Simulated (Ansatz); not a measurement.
# C2H8BFSi: the cost of one run

All numbers below are computed with Ansatz 0.2.0 (RKS B3LYP-D4/6-31G*).

## 1. Starting point

Bond lengths: B1–C2 1.552 Å, C2–Si3 1.846 Å, Si3–C4 1.889 Å, Si3–F5 1.716 Å, B1–H6 1.253 Å, B1–H7 1.150 Å, C2–H8 1.112 Å, C2–H9 1.088 Å, Si3–H10 1.469 Å, C4–H11 1.078 Å, C4–H12 1.167 Å, C4–H13 1.037 Å. Angles (14 of 21 angles, heavy atoms first): B1–C2–Si3 109.4°, C2–Si3–C4 112.0°, C2–Si3–F5 108.9°, C4–Si3–F5 105.4°, B1–C2–H8 110.3°, B1–C2–H9 111.5°, Si3–C2–H8 108.5°, Si3–C2–H9 106.8°, C2–B1–H6 117.8°, C2–B1–H7 123.7°, C2–Si3–H10 112.3°, C4–Si3–H10 109.0°, F5–Si3–H10 109.0°, Si3–C4–H11 111.3°.

Coordinates:

```xyz
13

B    -1.7733   -0.3332   -0.6716
C    -0.3704   -0.0354   -1.2649
Si    0.6888    0.7508    0.0265
C     1.0746   -0.4351    1.4454
F     2.2102    1.1429   -0.6644
H    -2.7582    0.2476   -1.1832
H    -1.9514   -1.0205    0.2328
H     0.1167   -0.9789   -1.5941
H    -0.4297    0.6671   -2.0939
H     0.0832    1.9714    0.5752
H     1.4453   -1.3783    1.0784
H     0.0509   -0.6739    1.9516
H     1.6336    0.0410    2.1772
```

## 2. Relaxing end A

Contents of input.yaml:

```yaml
crystal:
  periodic: [false, false, false]
  atoms:
    - { symbol: B, position_ang: [-1.7733, -0.3332, -0.6716] }
    - { symbol: C, position_ang: [-0.3704, -0.0354, -1.2649] }
    - { symbol: Si, position_ang: [0.6888, 0.7508, 0.0265] }
    - { symbol: C, position_ang: [1.0746, -0.4351, 1.4454] }
    - { symbol: F, position_ang: [2.2102, 1.1429, -0.6644] }
    - { symbol: H, position_ang: [-2.7582, 0.2476, -1.1832] }
    - { symbol: H, position_ang: [-1.9514, -1.0205, 0.2328] }
    - { symbol: H, position_ang: [0.1167, -0.9789, -1.5941] }
    - { symbol: H, position_ang: [-0.4297, 0.6671, -2.0939] }
    - { symbol: H, position_ang: [0.0832, 1.9714, 0.5752] }
    - { symbol: H, position_ang: [1.4453, -1.3783, 1.0784] }
    - { symbol: H, position_ang: [0.0509, -0.6739, 1.9516] }
    - { symbol: H, position_ang: [1.6336, 0.041, 2.1772] }
basis:
  gaussian: { orbitals: "6-31G*" }
hamiltonian:
  xc: b3lyp
  dispersion: d4
relax:
  f_tol: 0.015
  max_steps: 40
```

Run with:

```sh
$ ansatz run input.yaml --threads 2 --pin off --max-ram 3072MiB --backend cpu --events-out ev --progress --plain --runs-dir out
```

**Question.** How long does this run take on 2 threads of Arm Neoverse V1, shared host, and how much memory does it need?

About 45 s, with a peak of 0.18 GiB.
